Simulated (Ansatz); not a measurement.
# CH6Cl2Si2: how energies converge with the basis set

The task here is to estimate one member of a computed series from the others.

Computed with Ansatz 0.2.0, Gaussian basis. Level: one geometry, several basis sets.

Levels to be run: PBE0-D4/def2-SVP; ωB97M-V/def2-SVP; PBE0-D4/def2-QZVPP; ωB97M-V/def2-QZVPP; the functionals' def2-TZVPP values are taken from earlier runs.

### The geometry

An earlier PBE0-D4 in a triple-zeta def2 set relaxation fixed the geometry.

SMILES `[SiH3]C[SiH](Cl)Cl`, 11 atoms, charge 0, spin multiplicity 1.

Atoms are counted from 1 here; the program's logs count them from 0.

Bond lengths: Si1–C2 1.881 Å, Si1–H6 1.486 Å, Si1–H7 1.487 Å, Si1–H8 1.483 Å, C2–Si3 1.845 Å, C2–H9 1.096 Å, C2–H10 1.095 Å, Si3–Cl4 2.049 Å, Si3–Cl5 2.049 Å, Si3–H11 1.477 Å. Angles: C2–Si1–H6 109.7°, C2–Si1–H7 109.9°, C2–Si1–H8 110.3°, H6–Si1–H7 108.7°, H6–Si1–H8 109.2°, H7–Si1–H8 109.1°, Si1–C2–Si3 114.8°, Si1–C2–H9 109.0°, Si1–C2–H10 109.2°, Si3–C2–H9 107.3°, Si3–C2–H10 109.0°, H9–C2–H10 107.3°, C2–Si3–Cl4 109.9°, C2–Si3–Cl5 110.6°, C2–Si3–H11 112.6°, Cl4–Si3–Cl5 108.6°, Cl4–Si3–H11 107.6°, Cl5–Si3–H11 107.4°.

Set-up of the first run:

in.yaml reads:

```yaml
crystal:
  periodic: [false, false, false]
  atoms:
    - {symbol: Si, position_ang: [-1.321379, 0.759629, 0.593822]}
    - {symbol: C, position_ang: [0.501315, 0.554217, 0.174877]}
    - {symbol: Si, position_ang: [0.915746, -0.993604, -0.739580]}
    - {symbol: Cl, position_ang: [0.274148, -2.623097, 0.323503]}
    - {symbol: Cl, position_ang: [2.940647, -1.149107, -1.013007]}
    - {symbol: H, position_ang: [-1.584348, 2.161327, 1.012128]}
    - {symbol: H, position_ang: [-2.152743, 0.455478, -0.601184]}
    - {symbol: H, position_ang: [-1.702830, -0.157709, 1.695350]}
    - {symbol: H, position_ang: [0.821310, 1.396337, -0.449608]}
    - {symbol: H, position_ang: [1.089238, 0.591974, 1.097575]}
    - {symbol: H, position_ang: [0.284393, -1.052448, -2.073277]}
basis:
  gaussian: {orbitals: def2-SVP}
hamiltonian: {xc: pbe0, dispersion: d4}
output: {orbitals: {seedname: orbitals}}
```

Steps of the session up to this table: PBE0-D4 in def2-SVP; ωB97M-V in def2-SVP; PBE0-D4 in def2-QZVPP; ωB97M-V in def2-QZVPP.

One of the session's tables, all rows but one given; the rest of the session is left out.

It belongs to the step «Density functionals: the series». 

```
functional       basis  HOMO (eV)  LUMO (eV)
   PBE0-D4    def2-SVP      -8.72       0.56
   PBE0-D4  def2-TZVPP      -8.80       0.25
   PBE0-D4  def2-QZVPP      -8.82       0.09
   ωB97M-V    def2-SVP          ?          ?
   ωB97M-V  def2-TZVPP     -10.99       1.89
   ωB97M-V  def2-QZVPP     -11.02       1.42
```

Q: Estimate the row for ωB97M-V, def2-SVP from the others.

As computed: HOMO (eV): -10.87; LUMO (eV): 2.52. In the column «HOMO (eV)» it lies between ωB97M-V, def2-TZVPP (-10.99) and PBE0-D4, def2-QZVPP (-8.82).
